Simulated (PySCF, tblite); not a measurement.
# C6H11Al: geometry, infrared bands and NMR shifts

Wanted: the infrared bands and NMR shifts of C6H11Al (`C=C1[CH2][AlH][C@H](C)C1`), by calculation.

The runs use tblite 0.8.0 and PySCF 2.14.0, with density-fitted response routines of our own; the level of theory stands in each step. All values are computed, except where a source is named. Atoms count from 0, in the outputs and in this text.

## Step 1: The molecule as given

18 atoms, charge 0, multiplicity 1; geometry from: force field or distance geometry start.

Bonds of the start (Å): C0–C1 1.34, C1–C2 1.49, C2–Al3 2.01, Al3–C4 2.03, C4–C5 1.48, C4–C6 1.46, C6–C1 1.46, C0–H7 1.10, C0–H8 1.08, C2–H9 1.11, C2–H10 1.10, Al3–H11 1.59, C4–H12 1.13, C5–H13 1.14, C5–H14 1.10, C5–H15 1.12, C6–H16 1.13, C6–H17 1.13.

## Step 2: Relaxing the molecule with GFN2-xTB

Job settings and geometry (Å):

```
{"job": {"kind": "relax", "xc": "GFN2-xTB", "basis": "xTB"}, "charge": 0, "multiplicity": 1}
C     -1.967200    -0.530800    -1.233100
C     -1.259400    -0.047200    -0.199800
C     -1.389200     1.355300     0.291900
Al     0.577800     1.762400     0.293700
C      1.035900    -0.169100     0.711800
C      2.167300    -0.688700    -0.083100
C     -0.277400    -0.803500     0.579300
H     -2.673200     0.157000    -1.722900
H     -1.850800    -1.553900    -1.560000
H     -1.765800     1.359200     1.334100
H     -1.946200     2.012300    -0.400000
H      1.331400     2.558800    -0.851400
H      1.298800    -0.155200     1.810800
H      3.079400    -0.670900     0.593600
H      2.047700    -1.730200    -0.419400
H      2.474500    -0.024300    -0.927300
H     -0.184100    -1.844900     0.162000
H     -0.708400    -0.980100     1.608200
```

The run is started by

```console
$ OMP_NUM_THREADS=1 python probes_run.py task.json out
```

The driver reads the jobs from task.json and runs them one after another.

**Question.** This job is followed by: GFN2-xTB harmonic vibrations, gas phase; GIAO PBE0/pcSseg-1 NMR shielding, non-relativistic, gas phase. What will the session give for the following? strongest single infrared mode (GFN2-xTB); zero-point energy (GFN2-xTB); 13C shifts against TMS (PBE0/pcSseg-1); 1H shifts against TMS (PBE0/pcSseg-1, means over atoms taken as alike); 27Al shifts against AlH4- (PBE0/pcSseg-1); surface potential, 1st and 99th percentile.

The runs gave:

| quantity | value |
| --- | --- |
| strongest single infrared mode (GFN2-xTB) | 1821 cm⁻¹, 577 km/mol |
| zero-point energy (GFN2-xTB) | 91.1 kcal/mol |
| 13C shifts against TMS (PBE0/pcSseg-1) | 158.8, 113.7, 51.6, 29.0, 26.1, 16.4 ppm |
| 1H shifts against TMS (PBE0/pcSseg-1, means over atoms taken as alike) | 5.78, 5.06, 5.03, 2.42, 2.28, 2.03, 1.54, 1.33, 1.12 ppm |
| 27Al shifts against AlH4- (PBE0/pcSseg-1) | 224.6 ppm |
| surface potential, 1st and 99th percentile | -0.85 V and 2.85 V |

The optimisation took 111 steps and gained 0.941 eV; among the close pairs (by a distance rule), C4–C6 changed most, from 1.465 to 1.554 Å. No mode is imaginary among the 48: a minimum at this level. The strongest single mode, at 1821 cm⁻¹, moves mainly H11. GFN2-xTB is a fitted tight-binding method: band positions and strengths are rough. Its intensities can rank the bands wrongly. C1 (fully substituted alkene carbon) lies farthest downfield among carbon, at 158.8 ppm; the olefinic region. At PBE0/pcSseg-1: The largest span, 239 ppm, is at C1, where the paramagnetic term is -236 ppm. At PBE0/pcSseg-1, counted by nearest atom on the grid, the HOMO lies on C0 28 %; C1, C2 about 15 % each, the LUMO on Al3 50 %; H11 19 %.
